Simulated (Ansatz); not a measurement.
AgRh:

```xyz
2
Lattice="2.7776 0.0000 0.0000 -1.3888 2.4055 0.0000 0.0000 0.0000 4.8086" Properties=species:S:1:pos:R:3 pbc="T T T"
Ag    0.0000    0.0000    2.4043
Rh    1.3888    0.8018    0.0000
```

The cell comes from a database or a generator and needn't be the stable form of this composition.

Base run:

| Item | Value |
| --- | --- |
| Program | Ansatz 0.2.0 |
| Functional | PBEsol |
| Potentials or basis | all-electron LAPW, non-relativistic |
| Cutoff | 263 eV |
| Density cutoff | 1053 eV |
| Basis error allowed | 0.001 eV/atom |
| k mesh | 11 × 11 × 6 |
| Occupations | fermi-dirac, width 0.05 eV |
| Spin | no spin polarisation |

Its results: pressure -2.5 GPa.

Problem. After a change of settings the same cell gave: pressure -10.6 GPa. Which change was it?
A. potentials or basis from all-electron LAPW, non-relativistic to all-electron LAPW, inner shells corrected to Dirac's equation
B. functional from PBEsol to PBE; potentials or basis from all-electron LAPW, non-relativistic to all-electron LAPW, scalar-relativistic
C. functional from PBEsol to LDA; potentials or basis from all-electron LAPW, non-relativistic to all-electron LAPW, scalar-relativistic

Solution. A.

Caveats: relativity is left out, which matters for the heavier elements (some runs).

Not every run made on this cell is shown here.
